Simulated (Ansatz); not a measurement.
# Al2Cu: under pressure

An exercise on one series of results from a longer session: the logs are not shown, and one member is left open.

Program: Ansatz 0.2.0. Level of theory: DFT r2SCAN, scalar-relativistic, plane waves, PAW. These are calculated values, not measurements.

1 further run of the same task is left out (set aside as unsound or not needed).

**The structure to begin with**

It takes space group I4/mcm (No. 140, tetragonal). Conventional cell: a = 5.991 Å, b = 5.991 Å, c = 4.812 Å, α = 90.00°, β = 90.00°, γ = 90.00°. Al (site symmetry m2m) has 4 Cu at 2.55 Å and 3 Al at 2.70 to 2.85 Å as nearest neighbours. Cu (site symmetry 422) has 2 Cu at 2.41 Å and 8 Al at 2.55 Å as nearest neighbours.

Coordinates:

```cif
data_structure
_symmetry_space_group_name_H-M 'I4/mcm'
_symmetry_Int_Tables_number 140
_cell_length_a 5.9908
_cell_length_b 5.9908
_cell_length_c 4.8122
_cell_angle_alpha 90.000
_cell_angle_beta 90.000
_cell_angle_gamma 90.000
_cell_volume 172.71
loop_
_atom_site_label
_atom_site_type_symbol
_atom_site_symmetry_multiplicity
_atom_site_Wyckoff_symbol
_atom_site_fract_x
_atom_site_fract_y
_atom_site_fract_z
_atom_site_occupancy
Al1 Al 8 h 0.15946 0.34054 0.00000 1
Cu1 Cu 4 a 0.00000 0.00000 0.75000 1
```

It goes back to an entry of the Materials Project.

This cell was relaxed beforehand with the same method: volume 14.39 Å³/atom, gap on the mesh none (metal).

Set-up of the first run:

input.yaml reads:

```yaml
crystal:
  lattice:
    - [-3.0056238492, 3.0056238492, 2.4143004109]
    - [3.0056238492, -3.0056238492, 2.4143004109]
    - [3.0056238492, 3.0056238492, -2.4143004109]
  atoms:
    - { symbol: Al, position: [0.8405370484, 0.6594629516, 0.5] }
    - { symbol: Al, position: [0.6594629516, 0.1594629516, 0.8189259031] }
    - { symbol: Al, position: [0.3405370484, 0.8405370484, 0.1810740969] }
    - { symbol: Al, position: [0.1594629516, 0.3405370484, 0.5] }
    - { symbol: Cu, position: [0.25, 0.25, 0.0] }
    - { symbol: Cu, position: [0.75, 0.75, 0.0] }
basis:
  ecutwfc: 500
kpoints:
  mp_grid: { grid: [10, 10, 10] }
hamiltonian:
  xc: r2scan
scf:
  occupations: { method: gaussian, width: 0.1 }
output:
  forces: true
  stress: true
  eigenvalues: true
relax:
  adjacent_minimum: "off"
  f_tol: 0.008
  max_steps: 50
  cell: { stress_tol: 0.08, p_target: -1.0 }
```

Command:

```bash
$ ansatz run input.yaml --threads 1 --pin off --max-ram 2560MiB --backend cpu --events-out ev --progress --plain --runs-dir out
```

Steps of the session up to this table: Target pressure -1 GPa; Relaxing at 1 GPa; Relaxing at 4 GPa; Relaxing at 12 GPa; 25 GPa; Target pressure 50 GPa; Target pressure 90 GPa.

One of the session's tables, all rows but one given; the rest of the session is left out.

Lengths are those of the vectors of the cell that was run:

```
P (GPa)  V (Å³/atom)  a (Å)  b (Å)  c (Å)  ΔH (eV/atom)
     -1        14.53  4.887  4.887  4.887        -0.090
      0        14.39  4.872  4.872  4.872         0.000
      1        14.27  4.858  4.858  4.858         0.089
      4        13.93  4.819  4.819  4.819         0.353
     12        13.21  4.735  4.735  4.735         1.030
     25        12.33  4.627  4.627  4.627         2.064
     50            ?      ?      ?      ?             ?
     90        10.04  4.319  4.319  4.319         6.530
```

Estimate the missing values for P (GPa) = 50.

Worked estimate for «V (Å³/atom)». A straight line through the neighbours (25, 12.33) and (90, 10.04) gives 12.33 + (10.04 − 12.33) × (50 − 25) / (90 − 25) = 11.45; a parabola fitted to 3 rows on both sides gives 11.03.

**Answer.** V (Å³/atom): 11.19; a (Å): 4.480; b (Å): 4.480; c (Å): 4.480; ΔH (eV/atom): 3.892. In «V (Å³/atom)» the line misses by +0.26 and the parabola by -0.16.

ΔH is E + PV over the energy at zero pressure; a, b and c are the vectors of the computed cell. 

Caveats from the session: Other structures may take over in this range; these runs cannot find them.
